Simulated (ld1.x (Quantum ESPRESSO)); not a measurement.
# W: variants of one PAW potential

Aim: generate and test one potential in full, then change one design choice at a time and see what happens to hardness, ghosts and transferability.

Program: ld1.x (Quantum ESPRESSO) 7.5. Reference atom: PBE, scalar-relativistic, spherical and spin-unpolarised. All values are calculated.

## Step 1: Starting point

Typed settings, in words:

* element: tungsten (W, Z = 74)
* type: PAW
* frozen core: [Xe] 4f14
* valence charge: 6
* reference configuration: 5d4 6s2 6p0
* partial waves: 6s (bound): rcut 2.25, rcutus 2.70 bohr; 6s channel at 2.55 Ry: rcut 2.25, rcutus 2.70 bohr; 6p (bound, empty): rcut 2.45, rcutus 2.90 bohr; 6p channel at 2.6 Ry: rcut 2.45, rcutus 2.90 bohr; 5d (bound): rcut 1.80, rcutus 2.20 bohr; 5d channel at 0.95 Ry: rcut 1.80, rcutus 2.20 bohr
* local potential: all-electron potential smoothed inside 1.95 bohr (lloc = -1)
* core correction: a·sin(br)/r model core inside 2.20 bohr
* augmentation charge: BESSEL, radius 1.40 bohr

The outer shells as boxes (Hund's rule for the drawing; the calculation is spin-unpolarised):

```
[Xe] core
4f [↑↓][↑↓][↑↓][↑↓][↑↓][↑↓][↑↓]
5d [↑ ][↑ ][↑ ][↑ ][  ]
6s [↑↓]
6p [  ][  ][  ]
```

## Step 2: Generation of the first potential

Contents of W.in:

```
 &input
   title='W', zed=74., rel=1, dft='PBE', iswitch=3,
   config='[Xe] 4f14 5d4 6s2 6p0',
   nld=3, rlderiv=3.15, eminld=-2.0, emaxld=5.0, deld=0.02
 /
 &inputp
   pseudotype=3, lpaw=.true., tm=.true., lloc=-1, rcloc=1.95,
   nlcc=.true., rcore=2.20,
   which_augfun='BESSEL', rmatch_augfun=1.40,
   file_pseudopw='W.UPF', file_wfcaegen='ae.wfc', file_wfcncgen='nc.wfc', file_beta='beta', file_chi='chi', file_wfcusgen='us.wfc'
 /
6
6S  1  0   2.00   0.00  2.25  2.70  0.0
6S  1  0   0.00   2.55  2.25  2.70  0.0
6P  2  1   0.00   0.00  2.45  2.90  0.0
6P  2  1   0.00   2.60  2.45  2.90  0.0
5D  3  2   4.00   0.00  1.80  2.20  0.0
5D  3  2   0.00   0.95  1.80  2.20  0.0
 &test
   configts(1)='5d4 6s2 6p0'
 /
```

The run is started by

```
$ ld1.x < W.in > W.out
```

Output in W.out (without the banner and most projector matrices):

```text
     Program LD1 v.7.5
     --------------------------- All-electron run ----------------------------

     W
     scalar relativistic calculation

     atomic number is 74.00
     dft =PBE   lsd =0 sic =0 latt =0  beta=0.20 tr2=1.0E-14
     Exchange-correlation= PBE
                           (   1   4   3   4   0   0   0)
     mesh =1273 r(mesh) =  99.08072 a.u. xmin = -7.00 dx = 0.01250
     1 Ry =  13.60569312 eV, c = 137.03599908

     n l     nl                  e(Ry)          e(Ha)          e(eV)
     1 0     1S 1( 2.00)     -5108.0325     -2554.0163    -69498.3227
     2 0     2S 1( 2.00)      -881.6250      -440.8125    -11995.1197
     2 1     2P 1( 6.00)      -770.9375      -385.4687    -10489.1389
     3 0     3S 1( 2.00)      -203.0444      -101.5222     -2762.5605
     3 1     3P 1( 6.00)      -170.2715       -85.1358     -2316.6624
     4 0     4S 1( 2.00)       -41.8880       -20.9440      -569.9155
     4 1     4P 1( 6.00)       -31.1402       -15.5701      -423.6836
     3 2     3D 1(10.00)      -132.6048       -66.3024     -1804.1802
     5 0     5S 1( 2.00)        -5.8117        -2.9059       -79.0726
     5 1     5P 1( 6.00)        -3.1753        -1.5876       -43.2016
     4 2     4D 1(10.00)       -17.5243        -8.7621      -238.4301
     4 3     4F 1(14.00)        -2.4407        -1.2203       -33.2069
     5 2     5D 1( 4.00)        -0.3293        -0.1646        -4.4800
     6 0     6S 1( 2.00)        -0.4199        -0.2099        -5.7127
     6 1     6P 1( 0.00)        -0.1001        -0.0500        -1.3613

     final scf error:  6.9E-15 reached in  30 iterations

     Etot =  -32285.036163 Ry,  -16142.518081 Ha, -439260.294494 eV

     Ekin =   35580.599384 Ry,   17790.299692 Ha,  484098.716355 eV
     Encl =  -79832.739882 Ry,  -39916.369941 Ha,-1086179.759999 eV
     Eh   =   12612.479938 Ry,    6306.239969 Ha,  171601.531560 eV
     Exc  =    -645.375604 Ry,    -322.687802 Ha,   -8780.782411 eV

     normalization and overlap integrals

     s(1S/1S) =  1.000000  <r> =   0.0183  <r2> =    0.0005  r(max) =   0.0115
     s(2S/2S) =  1.000000  <r> =   0.0776  <r2> =    0.0071  r(max) =   0.0653
     s(2P/2P) =  1.000000  <r> =   0.0694  <r2> =    0.0059  r(max) =   0.0541
     s(3S/3S) =  1.000000  <r> =   0.2010  <r2> =    0.0462  r(max) =   0.1842
     s(3P/3P) =  1.000000  <r> =   0.2013  <r2> =    0.0470  r(max) =   0.1842
     s(4S/4S) =  1.000000  <r> =   0.4495  <r2> =    0.2281  r(max) =   0.4204
     s(4P/4P) =  1.000000  <r> =   0.4780  <r2> =    0.2599  r(max) =   0.4419
     s(3D/3D) =  1.000000  <r> =   0.1824  <r2> =    0.0390  r(max) =   0.1490
     s(5S/5S) =  1.000000  <r> =   1.0670  <r2> =    1.2795  r(max) =   0.9593
     s(5P/5P) =  1.000000  <r> =   1.2493  <r2> =    1.7716  r(max) =   1.0870
     s(4D/4D) =  1.000000  <r> =   0.5113  <r2> =    0.3030  r(max) =   0.4531
     s(4F/4F) =  1.000000  <r> =   0.6078  <r2> =    0.4644  r(max) =   0.4310
     s(5D/5D) =  1.000000  <r> =   2.0741  <r2> =    5.2814  r(max) =   1.4858
     s(6S/6S) =  1.000000  <r> =   3.1762  <r2> =   11.5366  r(max) =   2.6736
     s(6P/6P) =  1.000000  <r> =   4.8422  <r2> =   27.6044  r(max) =   3.7469

     ------------------------ End of All-electron run ------------------------

     --------------------- Generating PAW atomic setup --------------------

      Generating local potential from pseudized AE potential:
      Matching radius rcloc =   1.9500

      Local pseudo, rcloc= 1.956 Estimated cut-off energy=     6.57 Ry

      Computing core charge for nlcc:

       r > 2.22 : true rho core
       r < 2.22 : rho core = a sin(br)/r    a=   0.90  b=   1.26

      Integrated core pseudo-charge :   1.90
      Wfc-us  6S rcutus= 2.707  Estimated cut-off energy=     6.10 Ry
      Wfc-us  6S rcutus= 2.707  Estimated cut-off energy=    12.18 Ry
      Wfc-us  6P rcutus= 2.918  Estimated cut-off energy=     8.34 Ry
      Wfc-us  6P rcutus= 2.918  Estimated cut-off energy=    14.00 Ry
      Wfc-us  5D rcutus= 2.217  Estimated cut-off energy=    23.42 Ry
      Wfc-us  5D rcutus= 2.217  Estimated cut-off energy=    33.61 Ry

     Required augmentation: BESSEL   radius:    1.400000
     Suggested rho cutoff for augmentation:  49.71 Ry

     Estimated PAW energy = -654.362085 Ryd

     The PAW screened D coefficients
     1.01347     1.07616     0.00000     0.00000     0.00000     0.00000
     1.07616     1.27531     0.00000     0.00000     0.00000     0.00000
     0.00000     0.00000     0.13259     0.30995     0.00000     0.00000
     0.00000     0.00000     0.30995     0.78752     0.00000     0.00000
     0.00000     0.00000     0.00000     0.00000    -0.20562    -0.10531
     0.00000     0.00000     0.00000     0.00000    -0.10531    -0.06784

     The PAW descreened D coefficients (US)
     0.00660     0.09849     0.00000     0.00000     0.00000     0.00000
     0.09849     0.40158     0.00000     0.00000     0.00000     0.00000
     0.00000     0.00000     0.14234     0.14627     0.00000     0.00000
     0.00000     0.00000     0.14627     0.14994     0.00000     0.00000
     0.00000     0.00000     0.00000     0.00000     1.12719     0.84311
     0.00000     0.00000     0.00000     0.00000     0.84311     0.59388

     ------------------- End of pseudopotential generation -------------------

     [... the all-electron block is printed once more ...]


     Computing logarithmic derivative in   3.16516
     Computing logarithmic derivative in   3.16516
     Computing the partial wave expansion
     R is outside the sphere for l=    0 j= 0.00
     R is outside the sphere for l=    0 j= 0.00
     R is outside the sphere for l=    1 j= 0.00
     R is outside the sphere for l=    1 j= 0.00
     R is outside the sphere for l=    2 j= 0.00
     R is outside the sphere for l=    2 j= 0.00

     ---------------------- Testing the pseudopotential ----------------------

     W
     scalar relativistic calculation

     atomic number is 74.00   valence charge is  6.00
     dft = SLA  PW   PBX  PBC   lsd =0 sic =0 latt =0  beta=0.20 tr2=1.0E-14
     mesh =1273 r(mesh) =  99.08072 xmin = -7.00 dx = 0.01250

     n l     nl             e AE (Ry)        e PS (Ry)    De AE-PS (Ry)
     3 2     5D   1( 4.00)       -0.32927       -0.32928        0.00000
     1 0     6S   1( 2.00)       -0.41988       -0.41988        0.00000
     2 1     6P   1( 0.00)       -0.10005       -0.10005        0.00000

     eps = 4.9E-15  iter =  3

     Etot =  -32285.036163 Ry,  -16142.518081 Ha, -439260.294494 eV
     Etotps =  -654.362090 Ry,    -327.181045 Ha,   -8903.049784 eV

     Ekin =      44.123069 Ry,      22.061534 Ha,     600.324936 eV
     Encl =     -66.599881 Ry,     -33.299940 Ha,    -906.137540 eV
     Ehrt =      13.490322 Ry,       6.745161 Ha,     183.545179 eV
     Ecxc =    -645.375600 Ry,    -322.687800 Ha,   -8780.782359 eV
     (Ecc =      -1.142889 Ry,      -0.571444 Ha,     -15.549792 eV)

     ---------------------- End of pseudopotential test ----------------------
```

Wall time 6.4 s (1 thread, shared host). (Generation and the later configuration tests together.)

Partial waves on a coarse radial grid (AE all-electron, PS pseudo):

```csv
r (bohr),5d AE,5d PS,6s AE,6s PS
0.145,0.1852,0.0024,-0.1286,0.0382
0.290,-0.2237,0.0186,0.1385,0.0768
0.435,-0.3068,0.0591,0.1270,0.1162
0.580,-0.0980,0.1282,-0.1009,0.1566
0.725,0.1710,0.2236,-0.2630,0.1983
0.870,0.3992,0.3362,-0.2970,0.2412
1.015,0.5625,0.4529,-0.2328,0.2852
1.160,0.6654,0.5594,-0.1144,0.3297
1.305,0.7204,0.6432,0.0239,0.3743
1.450,0.7406,0.6970,0.1601,0.4182
1.595,0.7369,0.7190,0.2824,0.4606
1.740,0.7176,0.7138,0.3857,0.5006
1.885,0.6886,0.6893,0.4688,0.5370
2.030,0.6542,0.6547,0.5325,0.5690
2.175,0.6169,0.6170,0.5787,0.5956
2.320,0.5788,0.5788,0.6098,0.6159
2.465,0.5409,0.5409,0.6280,0.6294
2.610,0.5039,0.5039,0.6356,0.6357
2.755,0.4683,0.4683,0.6342,0.6342
2.900,0.4344,0.4344,0.6258,0.6258
3.045,0.4023,0.4023,0.6118,0.6118
3.190,0.3719,0.3719,0.5933,0.5933
3.335,0.3435,0.3435,0.5716,0.5716
3.480,0.3169,0.3169,0.5476,0.5476
3.625,0.2920,0.2920,0.5220,0.5220
3.770,0.2689,0.2689,0.4954,0.4954
```

## Step 3: Configuration tests

Contents of W.test.in:

```
 &input
   title='W', zed=74., rel=1, dft='PBE', iswitch=2,
   config='[Xe] 4f14 5d4 6s2 6p0'
 /
 &test
   file_pseudo='W.UPF', nconf=8,
   configts(1)='5d4 6s2 6p0',
   configts(2)='5d4 6s1 6p0',
   configts(3)='5d4 6s0 6p0',
   configts(4)='5d3 6s0 6p0',
   configts(5)='5d2 6s0 6p0',
   configts(6)='5d4 6s0 6p2',
   configts(7)='5d3 6s2 6p0',
   configts(8)='5d4 6s0 6p1'
 /
```

The run is started by

```
$ ld1.x < W.test.in > W.test.out
```

W.test.out, the pseudopotential blocks, each with the warnings that came before it:

```text
     ---------------------- Testing the pseudopotential ----------------------

     W
     scalar relativistic calculation

     atomic number is 74.00   valence charge is  6.00
     dft =SLA  PW   PBX  PBC   lsd =0 sic =0 latt =0  beta=0.20 tr2=1.0E-14
     mesh =1273 r(mesh) =  99.08072 xmin = -7.00 dx = 0.01250

     n l     nl             e AE (Ry)        e PS (Ry)    De AE-PS (Ry)
     3 2     5D   1( 4.00)       -0.32927       -0.32928        0.00000
     1 0     6S   1( 2.00)       -0.41988       -0.41988        0.00000
     2 1     6P   1( 0.00)       -0.10005       -0.10005        0.00000

     eps = 4.9E-15  iter =  3

     Etot =  -32285.036163 Ry,  -16142.518081 Ha, -439260.294495 eV
     Etotps =  -654.362090 Ry,    -327.181045 Ha,   -8903.049784 eV

     Ekin =      44.123069 Ry,      22.061534 Ha,     600.324936 eV
     Encl =     -66.599881 Ry,     -33.299940 Ha,    -906.137540 eV
     Ehrt =      13.490322 Ry,       6.745161 Ha,     183.545179 eV
     Ecxc =    -645.375600 Ry,    -322.687800 Ha,   -8780.782359 eV
     (Ecc =      -1.142889 Ry,      -0.571444 Ha,     -15.549792 eV)

     ---------------------- End of pseudopotential test ----------------------

     ---------------------- Testing the pseudopotential ----------------------

     W
     [...]
     n l     nl             e AE (Ry)        e PS (Ry)    De AE-PS (Ry)
     3 2     5D   1( 4.00)       -0.86192       -0.86202        0.00010
     1 0     6S   1( 1.00)       -0.89530       -0.89534        0.00004
     2 1     6P   1( 0.00)       -0.50053       -0.50064        0.00011

     eps = 4.1E-15  iter = 10

     Etot =  -32284.383265 Ry,  -16142.191633 Ha, -439251.411371 eV
     Etotps =  -653.708919 Ry,    -326.854460 Ha,   -8894.162947 eV
     dEtot_ae =       0.652898 Ry
     dEtot_ps =       0.653171 Ry,   Delta E=      -0.000273 Ry

     [...]
     ---------------------- End of pseudopotential test ----------------------

     ---------------------- Testing the pseudopotential ----------------------

     W
     [...]
     n l     nl             e AE (Ry)        e PS (Ry)    De AE-PS (Ry)
     3 2     5D   1( 4.00)       -1.46122       -1.46364        0.00241
     1 0     6S   1( 0.00)       -1.41739       -1.41736       -0.00003
     2 1     6P   1( 0.00)       -0.95514       -0.95561        0.00047

     eps = 1.3E-15  iter = 11

     Etot =  -32283.230847 Ry,  -16141.615423 Ha, -439235.731921 eV
     Etotps =  -652.556098 Ry,    -326.278049 Ha,   -8878.478020 eV
     dEtot_ae =       1.805316 Ry
     dEtot_ps =       1.805991 Ry,   Delta E=      -0.000676 Ry

     [...]
     ---------------------- End of pseudopotential test ----------------------

     Warning: n=2, l=1 expected 0 nodes, found 1
     ---------------------- Testing the pseudopotential ----------------------

     W
     [...]
     n l     nl             e AE (Ry)        e PS (Ry)    De AE-PS (Ry)
     3 2     5D   1( 3.00)       -2.28639       -2.31116        0.02477  !
     1 0     6S   1( 0.00)       -2.08186       -2.09067        0.00881  !
     2 1     6P   1( 0.00)       -1.53018       -1.63229        0.10212  !

     eps = 2.0E-15  iter =  7

     Etot =  -32281.365306 Ry,  -16140.682653 Ha, -439210.349951 eV
     Etotps =  -650.678228 Ry,    -325.339114 Ha,   -8852.928285 eV
     dEtot_ae =       3.670856 Ry
     dEtot_ps =       3.683862 Ry,   Delta E=      -0.013006 Ry

     [...]
     ---------------------- End of pseudopotential test ----------------------

     ---------------------- Testing the pseudopotential ----------------------

     W
     [...]
     n l     nl             e AE (Ry)        e PS (Ry)    De AE-PS (Ry)
     3 2     5D   1( 2.00)       -3.19760       -3.26393        0.06634  !
     1 0     6S   1( 0.00)       -2.80919       -2.83719        0.02801  !
     2 1     6P   1( 0.00)       -2.17107       -2.17107        0.00000

     eps = 2.6E-15  iter =  7

     Etot =  -32278.630320 Ry,  -16139.315160 Ha, -439173.138561 eV
     Etotps =  -647.898713 Ry,    -323.949357 Ha,   -8815.111066 eV
     dEtot_ae =       6.405843 Ry
     dEtot_ps =       6.463377 Ry,   Delta E=      -0.057534 Ry

     [...]
     ---------------------- End of pseudopotential test ----------------------

     ---------------------- Testing the pseudopotential ----------------------

     W
     [...]
     n l     nl             e AE (Ry)        e PS (Ry)    De AE-PS (Ry)
     3 2     5D   1( 4.00)       -0.52503       -0.52590        0.00088
     1 0     6S   1( 0.00)       -0.56044       -0.56021       -0.00022
     2 1     6P   1( 2.00)       -0.20156       -0.20141       -0.00015

     eps = 7.9E-15  iter = 11

     Etot =  -32284.355605 Ry,  -16142.177802 Ha, -439251.035033 eV
     Etotps =  -653.681332 Ry,    -326.840666 Ha,   -8893.787602 eV
     dEtot_ae =       0.680558 Ry
     dEtot_ps =       0.680758 Ry,   Delta E=      -0.000200 Ry

     [...]
     ---------------------- End of pseudopotential test ----------------------

     ---------------------- Testing the pseudopotential ----------------------

     W
     [...]
     n l     nl             e AE (Ry)        e PS (Ry)    De AE-PS (Ry)
     3 2     5D   1( 3.00)       -0.99174       -1.00000        0.00827  !
     1 0     6S   1( 2.00)       -0.96542       -0.96679        0.00136
     2 1     6P   1( 0.00)       -0.54328       -0.54399        0.00071

     eps = 8.5E-15  iter = 12

     Etot =  -32284.387175 Ry,  -16142.193588 Ha, -439251.464568 eV
     Etotps =  -653.709959 Ry,    -326.854979 Ha,   -8894.177092 eV
     dEtot_ae =       0.648988 Ry
     dEtot_ps =       0.652131 Ry,   Delta E=      -0.003143 Ry

     [...]
     ---------------------- End of pseudopotential test ----------------------

     ---------------------- Testing the pseudopotential ----------------------

     W
     [...]
     n l     nl             e AE (Ry)        e PS (Ry)    De AE-PS (Ry)
     3 2     5D   1( 4.00)       -0.95514       -0.95593        0.00080
     1 0     6S   1( 0.00)       -0.96177       -0.96146       -0.00031
     2 1     6P   1( 1.00)       -0.55469       -0.55463       -0.00006

     eps = 5.1E-15  iter = 10

     Etot =  -32283.982473 Ry,  -16141.991236 Ha, -439245.958312 eV
     Etotps =  -653.308183 Ry,    -326.654091 Ha,   -8888.710646 eV
     dEtot_ae =       1.053690 Ry
     dEtot_ps =       1.053907 Ry,   Delta E=      -0.000217 Ry

     [...]
     ---------------------- End of pseudopotential test ----------------------
```

Energies count from the reference configuration 5d4 6s2 6p0; the error is all-electron less pseudo. A star marks tests that logged a warning. The frozen-core shift comes from a second all-electron run, not shown, with the core orbitals held at their reference shape; it is that run's ΔE less the relaxed one.

```tsv
valence configuration	charge	ΔE all-electron (eV)	error AE − PS (meV)	frozen-core shift (meV)
5d4 6s1 6p0	+1	8.883	-3.7	+4.5
5d4 6s0 6p0	+2	24.563	-9.2	+19
5d3 6s0 6p0 *	+3	49.945	-177	+183
5d2 6s0 6p0	+4	87.156	-783	+776
5d4 6s0 6p2	0	9.259	-2.7	+6.4
5d3 6s2 6p0	+1	8.830	-43	+42
5d4 6s0 6p1	+1	14.336	-3.0	+9.1
```

## Step 4: Does it scatter like the atom?

Taken from the files of the generation run. The phase is arctan(r·u′/u) with u = r·R, unwrapped, with energies in Ry. A pole is an energy at which the radial function vanishes at the test radius. The pseudo phase is shifted by a multiple of π to meet the all-electron one at the reference energy. Levels narrower than the energy grid can be missing from the poles. The last column is the largest difference on the grid between −1 and +1 Ry.

| channel | radius (bohr) | reference (Ry) | poles AE | poles PS | window around the reference with phases within 0.05 rad (Ry) | largest difference near zero (rad) |
| --- | --- | --- | --- | --- | --- | --- |
| s | 3.17 | -0.42 | 0.76 | 0.76 | the whole range | 0.000 |
| p | 3.17 | -0.10 | 1.95 | 1.83, 2.01 | below 1.9 | 0.005 |
| d | 3.17 | -0.33 | -0.06, 4.08 | -0.06, 4.04 | the whole range | 0.000 |

Phases (rad) along the scan:

```csv
E (Ry),p AE,p PS,s AE,s PS
-2.00,1.327,1.322,1.278,1.277
-1.52,1.281,1.277,1.191,1.190
-1.04,1.204,1.201,0.968,0.967
-0.56,1.038,1.037,-0.080,-0.080
-0.08,0.496,0.496,-1.236,-1.236
0.40,-0.827,-0.833,-1.486,-1.487
0.88,-1.314,-1.319,-1.591,-1.592
1.36,-1.473,-1.478,-1.663,-1.663
1.84,-1.556,-1.572,-1.733,-1.734
2.32,-1.615,-4.756,-1.829,-1.830
2.80,-1.668,-4.810,-2.021,-2.021
3.28,-1.730,-4.870,-2.673,-2.681
3.76,-1.823,-4.959,-3.987,-4.003
4.24,-2.024,-5.147,-4.393,-4.403
4.72,-2.787,-5.854,-4.531,-4.540
```

## Step 5: Cutoff and ghost test in a Bessel basis

This step uses the generator's waves and projectors in a separate script. Basis: spherical Bessel functions vanishing at 20 bohr, q² up to the cutoff; potential fixed at the reference.

All-electron valence levels (Ry): 6s -0.4199, 6p -0.1001, 5d -0.3293. The lowest levels of each channel (Ry) by cutoff; the last column sums, over occupied levels, occupation times the distance from the level at 400 Ry. A positive value at high cutoff is not a bound level.

```csv
cutoff (Ry),s #1,s #2,p #1,d #1,f #1,Σ f·Δε (mRy)
8,-0.4202,-0.0870,-0.1000,-0.1751,0.1094,617.4
12,-2.1012,-0.4199,-0.1000,-0.2897,0.1094,158.3
18,-3.1308,-0.4199,-0.1000,-0.3272,0.1094,8.5
21,-3.2588,-0.4199,-0.1000,-0.3288,0.1094,1.9
30,-3.3565,-0.4199,-0.1000,-0.3291,0.1094,0.9
40,-3.3706,-0.4199,-0.1000,-0.3293,0.1094,0.1
400,-3.3716,-0.4199,-0.1001,-0.3293,0.1094,0.0
```

The sum stays within 10 mRy from 18 Ry and within 1 mRy from 30 Ry. The sum leaves out empty levels, which can need more. Ghost test: ghost state, bound below the all-electron valence or empty levels of the same l: s at -45.9 eV.

[end of part 1 of 2]
